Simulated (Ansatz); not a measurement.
# Ir3Rh (Pm-3m) in Ansatz: equation of state

Aim: energy against volume of Ir3Rh in PBEsol, for its equilibrium volume and stiffness.

Everything below comes from runs of Ansatz 0.2.0. Logs are shortened: lines on timing, memory, paths and dates and some standing lists are left out, and cuts for length are marked.

**1. The crystal as given**

Symmetry: Pm-3m, No. 221, cubic system. Conventional cell: a = 3.840 Å, b = 3.840 Å, c = 3.840 Å, α = 90.00°, β = 90.00°, γ = 90.00°. Around Ir (site symmetry 4/mmm) lie 8 Ir at 2.72 Å and 4 Rh at 2.72 Å. Rh (site symmetry m-3m) is surrounded by 12 Ir at 2.72 Å.

The cell comes from a database or a generator and needn't be the stable form of this composition.

**2. Equation of state, PBEsol**

Potentials or basis: all-electron LAPW, scalar-relativistic.

This step only gathers the single runs of the series.

What came out:

- Equilibrium volume: 13.91 Å³/atom
- Bulk modulus: 364 GPa
- Pressure derivative of the bulk modulus: 5.1

Energy against volume, from the lowest point:
```
volume (Å³/atom)  energy (meV/atom)
          13.310              31.96
          13.593               8.46
          13.876               0.00
          14.159               4.86
          14.443              21.47
          14.726              48.48
          15.009              84.64
```
